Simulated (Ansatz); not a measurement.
Run this with Ansatz's Python interface and show what comes out.

Input file `POSCAR`:
```text
Li2FeS2
1.0
   3.88635511    0.00000000    0.00000000
  -1.94317756    3.36568226    0.00000000
   0.00000000    0.00000000    6.21429900
Li Fe S
2 1 2
Direct
   0.00000000    0.00000000    0.34677700
   0.66666667    0.33333333    0.03153900
   0.33333333    0.66666667    0.62494900
   0.00000000    0.00000000    0.74789200
   0.33333333    0.66666667    0.24884300
```

`li2fes2_xc.py`
```python
"""One structure of Li2FeS2 under several functionals."""

import logging
import sys
import warnings

import ansatz as az
from ase.io import read

logging.basicConfig(stream=sys.stdout, format="%(levelname)s %(message)s")
logger = logging.getLogger("calc")
logger.setLevel(logging.INFO)

warnings.simplefilter("ignore", az.DeckWarning)

atoms = read("POSCAR", format="vasp")
structure = az.Crystal.from_ase(atoms).moments(Fe=4.5)

setup = (
    structure.calculation()
    .kpoints(7, 7, 4)
    .spin("collinear")
    .pseudopotentials("paw")
    .occupations("fermi_dirac")  # fractional filling near the Fermi level
    .stress()  # positive in compression
)

rows = []
for value in ["blyp", "pbesol", "lda"]:
    report = setup.functional(value).run(threads=1, backend="cpu").report
    rows.append((value, report["free_energy_ev"] / len(report["lattice"]["sites"]), report["n_iterations"], sum(report["stress_gpa"][i][i] for i in range(3)) / 3, report["magnetization_mub"], report["n_kpoints"]))

logger.info("  functional   F/atom (eV)    iterations       P (GPa)  moment (muB)      k-points")
for row in rows:
    logger.info(f"{str(row[0]):>12s}  {row[1]:12.5f}  {row[2]:12d}  {row[3]:12.3f}  {row[4]:12.3f}  {row[5]:12d}")
```

```console
$ python li2fes2_xc.py
INFO   functional   F/atom (eV)    iterations       P (GPa)  moment (muB)      k-points
INFO         blyp   -1343.22749            13         2.757         3.921            28
INFO       pbesol   -1325.76163            13        -2.727         3.942            28
INFO          lda   -1313.28118            13        -5.428         3.860            28
```

From lowest to highest: LDA (-5.4 GPa), PBEsol (-2.7 GPa) and BLYP (2.8 GPa). At a fixed cell a lower pressure usually means a smaller equilibrium volume, so LDA prefers the smallest cell and BLYP the largest.

Other magnetic orders than the one started from may lie lower. BLYP can be off by several per cent in the lattices of metals, and by several GPa in the pressure at a fixed cell. For a metal this k-point mesh is coarse: on a finer one energies can move by several to tens of meV an atom and pressures by half a GPa or more, differences at one mesh by less. The overall sign of a collinear moment is arbitrary, and semilocal functionals can give small moments to compounds that are paramagnetic. With one magnetic atom the cell can hold only ferromagnetic order. Pressure is positive in compression. Without a Hubbard U or exact exchange, semilocal functionals often make such 3d compounds metallic or too weakly gapped. The structure comes from a database of computed cells and needn't be a stable or known phase. Total energies of different functionals can't be compared; pressures, moments and gaps at this one structure can. Run time: 43 s on 1 thread of Arm Neoverse V2, with other jobs on the host, peak memory 0.5 GiB.
